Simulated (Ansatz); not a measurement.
# CH6GeSSi: up Jacob's ladder to CCSD(T)

One table from this session's results is given with a row withheld; the runs are named, their logs left out.

The runs use Ansatz 0.2.0, Gaussian basis; functionals in def2-TZVPP, the program's frozen cores in correlated methods.

Levels to be run: PBE-D4, r2SCAN-D4, PBE0-D4, B3LYP-D4, ωB97X-V, ωB97M-V, B2PLYP; CCSD(T)/def2-TZVPP; MP2/def2-QZVPP; extrapolation to the limit.

## Structure used throughout

An earlier PBE0-D4 in a triple-zeta def2 set relaxation fixed the geometry.

10 atoms, charge 0, spin multiplicity 1.

Atoms are counted from 1 here; the program's logs count them from 0.

Bond lengths: Ge1–Si2 2.367 Å, Ge1–H5 1.536 Å, Ge1–H6 1.535 Å, Ge1–H7 1.539 Å, Si2–C3 1.848 Å, Si2–S4 2.096 Å, Si2–H8 1.484 Å, C3–S4 1.853 Å, C3–H9 1.086 Å, C3–H10 1.086 Å. Angles: Si2–Ge1–H5 110.4°, Si2–Ge1–H6 108.4°, Si2–Ge1–H7 110.8°, H5–Ge1–H6 109.4°, H5–Ge1–H7 108.5°, H6–Ge1–H7 109.3°, Ge1–Si2–C3 119.2°, Ge1–Si2–S4 117.5°, Ge1–Si2–H8 116.6°, C3–Si2–S4 55.6°, C3–Si2–H8 116.9°, S4–Si2–H8 117.0°, Si2–C3–S4 69.0°, Si2–C3–H9 119.9°, Si2–C3–H10 119.3°, S4–C3–H9 113.4°, S4–C3–H10 113.4°, H9–C3–H10 113.6° and more.

The first run:

Contents of in.yaml:

```yaml
crystal:
  periodic: [false, false, false]
  atoms:
    - {symbol: Ge, position_ang: [-1.202263, 1.334241, 0.270947]}
    - {symbol: Si, position_ang: [0.316685, -0.156820, -0.763962]}
    - {symbol: C, position_ang: [1.280824, -1.335036, 0.283677]}
    - {symbol: S, position_ang: [-0.084890, -2.208825, -0.613979]}
    - {symbol: H, position_ang: [-2.466824, 1.490288, -0.587044]}
    - {symbol: H, position_ang: [-1.584717, 0.760738, 1.642478]}
    - {symbol: H, position_ang: [-0.565012, 2.721960, 0.458764]}
    - {symbol: H, position_ang: [0.962877, 0.313872, -2.013922]}
    - {symbol: H, position_ang: [1.154236, -1.329588, 1.361979]}
    - {symbol: H, position_ang: [2.272185, -1.642030, -0.036038]}
basis:
  gaussian: {orbitals: def2-TZVPP}
hamiltonian: {xc: pbe, dispersion: d4}
output: {forces: true, orbitals: {seedname: orbitals}}
```

Started as:

```console
> ansatz run in.yaml --threads 4 --pin off --events-out ev --progress --plain --max-ram 10444MiB
```

Among the steps run: PBE-D4 (GGA); r2SCAN-D4 (meta-GGA); PBE0-D4 (hybrid); B3LYP-D4 (hybrid); ωB97X-V (range-separated); ωB97M-V (range-separated); B2PLYP (double hybrid); CCSD(T) in def2-TZVPP; MP2 in def2-QZVPP.

One table of the session follows, with a row left open; its other results are not shown here.

It belongs to the step «Atomisation energies». 

| method | atomisation energy (kJ/mol) |
| --- | --- |
| PBE-D4 | 3145.7 |
| r2SCAN-D4 | 3141.2 |
| PBE0-D4 | 3117.9 |
| B3LYP-D4 | 3099.6 |
| ωB97X-V | 3148.9 |
| ωB97M-V | 3121.2 |
| B2PLYP | 3065.1 |
| HF/def2-TZVPP | 2254.7 |
| MP2/def2-TZVPP | 3058.3 |
| CCSD/def2-TZVPP | 2998.7 |
| CCSD(T)/def2-TZVPP | ? |
| MP2/CBS | 3139.2 |
| CCSD(T)/CBS | 3128.7 |

**Question.** Estimate the row for CCSD(T)/def2-TZVPP.

**Answer.** atomisation energy (kJ/mol): 3047.8. In the column «atomisation energy (kJ/mol)» it lies between CCSD/def2-TZVPP (2998.7) and MP2/def2-TZVPP (3058.3).

Caveats from the session: Free atoms (1 Ge, 1 Si, 1 C, 1 S, 6 H) were run apart at each level; the atomisation energy is their sum less the molecule, without zero-point or spin-orbit terms.
